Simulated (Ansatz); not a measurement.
CsRe:

```
Cs Re
1.0
     3.68935    0.00000    0.00000
    -1.84468    3.19507    0.00000
     0.00000    0.00000    5.63144
Cs Re
1 1
Direct
  0.00000 0.00000 0.50000
  0.00000 0.00000 0.00000
```

The cell was built by a generator and needn't be a form met in nature.

```yaml
Program: Ansatz 0.2.0
Task: single point
Functional: PBE
Potentials_or_basis: all-electron LAPW, scalar-relativistic
Cutoff: 244 eV (chosen from the basis error)
Basis_error_allowed: 0.001 eV/atom
k_mesh: 8 × 8 × 5
Occupations: fermi-dirac, width 0.05 eV
Spin: no spin polarisation
```

On this cell: pressure -7.4 GPa; largest force under 0.003 eV/Å; band gap on the k mesh none (metal or under the smearing width).

The same run follows on a disturbed copy (atoms moved at random, drawn with an rms of 0.05 Å):

```
Cs Re
1.0
     3.68935    0.00000    0.00000
    -1.84468    3.19507    0.00000
     0.00000    0.00000    5.63144
Cs Re
1 1
Direct
  0.00282 0.01773 0.49446
  0.01001 0.01595 0.00021
```

Question: What changes?

Answer: The energy (extrapolated to zero smearing) moves by +2.2 meV/atom; pressure -7.4 GPa; largest force 0.227 eV/Å; band gap on the k mesh none (metal or under the smearing width).

Forces on the atoms (eV/Å):
```
Cs   0.034 -0.006  0.224
Re  -0.033  0.006 -0.224
```

Stress tensor (GPa, compression positive):
```
-12.91   0.00  -0.01
  0.00 -12.90   0.00
 -0.01   0.00   3.58
```
